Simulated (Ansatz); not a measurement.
# C2HCl5: taking an electron away

An exercise on one series of results from a longer session: the logs are not shown, and one member is left open.

Program: Ansatz 0.2.0, Gaussian basis. Level of theory: unrestricted cation, the program's frozen cores in correlated methods. These are calculated values, not measurements.

Levels to be run: UKS PBE-D4/def2-TZVPP; UKS r2SCAN-D4/def2-TZVPP; UKS PBE0-D4/def2-TZVPP; UKS B3LYP-D4/def2-TZVPP; UKS wB97X-V/def2-TZVPP; UKS wB97M-V/def2-TZVPP; UKS B2PLYP/def2-TZVPP; UHF-CCSD(T)/def2-TZVPP; UHF-MP2/def2-QZVPP; extrapolation to the limit; then −ε(HOMO) from the neutral's earlier runs with LDA (SPW92), PBE-D4, revPBE-D4, BLYP-D4, r2SCAN-D4, B97M-V, PBE0-D4, B3LYP-D4, r2SCANh-D4, r2SCAN0-D4, HSE06-D4, BHLYP-D4, CAM-B3LYP-D4, LC-ωPBE, ωB97X-V, ωB97M-V.

## Structure used throughout

The geometry comes from an earlier relaxation with PBE0-D4 in a triple-zeta def2 set; it is a stationary point, not always the lowest conformer.

SMILES `ClC(Cl)C(Cl)(Cl)Cl`, 8 atoms, charge 0, spin multiplicity 1.

Atoms are counted from 1 here; the program's logs count them from 0.

Bond lengths: Cl1–C2 1.759 Å, C2–Cl3 1.759 Å, C2–C4 1.545 Å, C2–H8 1.088 Å, C4–Cl5 1.756 Å, C4–Cl6 1.769 Å, C4–Cl7 1.769 Å. Angles: Cl1–C2–Cl3 110.5°, Cl1–C2–C4 111.6°, Cl1–C2–H8 107.8°, Cl3–C2–C4 111.6°, Cl3–C2–H8 107.8°, C4–C2–H8 107.4°, C2–C4–Cl5 111.7°, C2–C4–Cl6 108.2°, C2–C4–Cl7 108.2°, Cl5–C4–Cl6 110.1°, Cl5–C4–Cl7 110.1°, Cl6–C4–Cl7 108.4°.

Set-up of the first run:

The input, in.yaml:

```yaml
crystal:
  periodic: [false, false, false]
  atoms:
    - {symbol: Cl, position_ang: [-1.037554, -0.212856, 1.883586]}
    - {symbol: C, position_ang: [-0.774574, 0.017582, 0.159705]}
    - {symbol: Cl, position_ang: [-1.606282, -1.227756, -0.763020]}
    - {symbol: C, position_ang: [0.730987, 0.069030, -0.183552]}
    - {symbol: Cl, position_ang: [1.539933, -1.436060, 0.219774]}
    - {symbol: Cl, position_ang: [0.893538, 0.402330, -1.912930]}
    - {symbol: Cl, position_ang: [1.457812, 1.409281, 0.712947]}
    - {symbol: H, position_ang: [-1.203860, 0.978449, -0.116511]}
basis:
  gaussian: {orbitals: def2-TZVPP}
total_charge: 1
magnetization: {spin_polarized: true, initial_magnetization: 1}
hamiltonian: {xc: pbe, dispersion: d4}
```

Run with:

```bash
> ansatz run in.yaml --threads 2 --pin off --events-out ev --progress --plain --max-ram 32768MiB --backend cuda --devices 0, --max-vram 18GiB
```

Among the steps run: Cation, UKS PBE-D4/def2-TZVPP; Cation, UKS r2SCAN-D4/def2-TZVPP; Cation, UKS PBE0-D4/def2-TZVPP; Cation, UKS B3LYP-D4/def2-TZVPP; Cation, UKS wB97X-V/def2-TZVPP; Cation, UKS wB97M-V/def2-TZVPP; Cation, UKS B2PLYP (frozen core)/def2-TZVPP; Cation, UHF-CCSD(T)/def2-TZVPP; Cation, UHF-MP2/def2-QZVPP.

One table of the session follows, with a row left open; its other results are not shown here.

Orbital estimates, from the neutral's runs:

```
  functional  −ε(HOMO) (eV)
 LDA (SPW92)           7.45
      PBE-D4           7.30
   revPBE-D4           7.24
     BLYP-D4           7.12
   r2SCAN-D4           7.67
      B97M-V           7.78
     PBE0-D4           8.73
    B3LYP-D4           8.44
  r2SCANh-D4           8.19
  r2SCAN0-D4              ?
    HSE06-D4           8.33
    BHLYP-D4          10.00
CAM-B3LYP-D4          10.09
     LC-ωPBE          11.54
     ωB97X-V          11.15
     ωB97M-V          10.96
```

Estimate the missing values for r2SCAN0-D4.

Worked estimate for «−ε(HOMO) (eV)». Against the share of exact exchange, r2SCAN-D4 (0, 7.67), r2SCANh-D4 (0.1, 8.19) give a slope of 5.20 per unit share; at 0.25 the line stands at 8.97.

The run gave: −ε(HOMO) (eV): 8.97. In «−ε(HOMO) (eV)» the line misses by 0.00.
